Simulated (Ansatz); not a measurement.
# C2H5NOSi: up Jacob's ladder to CCSD(T)

How much do the methods differ for C2H5NOSi? The plan is to run it at one geometry with functionals of several rungs and with coupled cluster. The yardstick is the atomisation energy at the CCSD(T) limit.

Program: Ansatz 0.2.0, Gaussian basis. Level of theory: functionals in def2-TZVPP, the program's frozen cores in correlated methods. These are calculated values, not measurements.

Plan: PBE-D4, r2SCAN-D4, PBE0-D4, B3LYP-D4, ωB97X-V, ωB97M-V, B2PLYP; CCSD(T)/def2-TZVPP; MP2/def2-QZVPP; extrapolation to the limit.

### Step 1. Structure used throughout

All runs share one geometry, relaxed beforehand with PBE0-D4 in a triple-zeta def2 set.

SMILES `OC1=NC[SiH2]1`, 10 atoms, charge 0, spin multiplicity 1.

Atoms are counted from 1 here; the program's logs count them from 0.

Bond lengths: O1–C2 1.329 Å, O1–H6 0.970 Å, C2–N3 1.281 Å, C2–Si5 1.874 Å, N3–C4 1.490 Å, C4–Si5 1.893 Å, C4–H7 1.092 Å, C4–H8 1.092 Å, Si5–H9 1.488 Å, Si5–H10 1.488 Å. Angles: C2–O1–H6 107.3°, O1–C2–N3 124.2°, O1–C2–Si5 139.2°, N3–C2–Si5 96.6°, C2–N3–C4 103.6°, N3–C4–Si5 89.0°, N3–C4–H7 111.3°, N3–C4–H8 111.3°, Si5–C4–H7 117.7°, Si5–C4–H8 117.7°, H7–C4–H8 108.4°, C2–Si5–C4 70.8°, C2–Si5–H9 117.4°, C2–Si5–H10 117.4°, C4–Si5–H9 119.3°, C4–Si5–H10 119.3°, H9–Si5–H10 108.7°.

### Step 2. PBE-D4 (GGA)

File in.yaml:

```yaml
crystal:
  periodic: [false, false, false]
  atoms:
    - {symbol: O, position_ang: [-1.022978, 0.436733, 2.022349]}
    - {symbol: C, position_ang: [-0.476750, 0.139227, 0.848393]}
    - {symbol: N, position_ang: [-0.947685, -0.730842, 0.034221]}
    - {symbol: C, position_ang: [0.005611, -0.692186, -1.110689]}
    - {symbol: Si, position_ang: [0.993465, 0.640698, -0.199774]}
    - {symbol: H, position_ang: [-1.812322, -0.118166, 2.122345]}
    - {symbol: H, position_ang: [0.482994, -1.662186, -1.263045]}
    - {symbol: H, position_ang: [-0.497247, -0.406873, -2.036835]}
    - {symbol: H, position_ang: [1.010044, 2.028364, -0.735545]}
    - {symbol: H, position_ang: [2.347870, 0.314031, 0.321581]}
basis:
  gaussian: {orbitals: def2-TZVPP}
hamiltonian: {xc: pbe, dispersion: d4}
output: {forces: true, orbitals: {seedname: orbitals}}
```

Started as:

```
$ ansatz run in.yaml --threads 4 --pin off --events-out ev --progress --plain --max-ram 10444MiB
```

Further steps of the session: r2SCAN-D4 (meta-GGA); PBE0-D4 (hybrid); B3LYP-D4 (hybrid); ωB97X-V (range-separated); ωB97M-V (range-separated); B2PLYP (double hybrid); CCSD(T) in def2-TZVPP; MP2 in def2-QZVPP.

**Question.** What will the summary of the whole plan be? Wanted: atomisation energy, CCSD(T)/CBS; farthest; mean size of error, hybrid; mean size of error, range-separated; gap, smallest and largest; T1 diagnostic; triples share of the correlation energy.

**Answer**, as computed:

| quantity | value |
| --- | --- |
| atomisation energy, CCSD(T)/CBS | 39.539 eV |
| functionals within 0.198 eV (0.5 %) | r2SCAN-D4, B3LYP-D4 |
| farthest | PBE-D4 (+1.372 eV) |
| mean size of error, hybrid | 0.155 eV |
| mean size of error, range-separated | 0.266 eV |
| gap, smallest and largest | 4.55 eV (PBE-D4), 11.32 eV (ωB97X-V) |
| T1 diagnostic | 0.0138 |
| triples share of the correlation energy | 4.4 % |

PBE-D4 is off by +1.372 eV. Double hybrids carry the basis error of their MP2 part in triple zeta, and no dispersion term here, so their miss is partly the set-up's. The reference freezes the cores and leaves out relativity and excitations past (T), so misses under about 0.198 eV can't be ranked. Hartree-Fock recovers 68 % of the binding; the rest is correlation. Orbital gaps span 4.6 to 11.3 eV; exact exchange widens them.
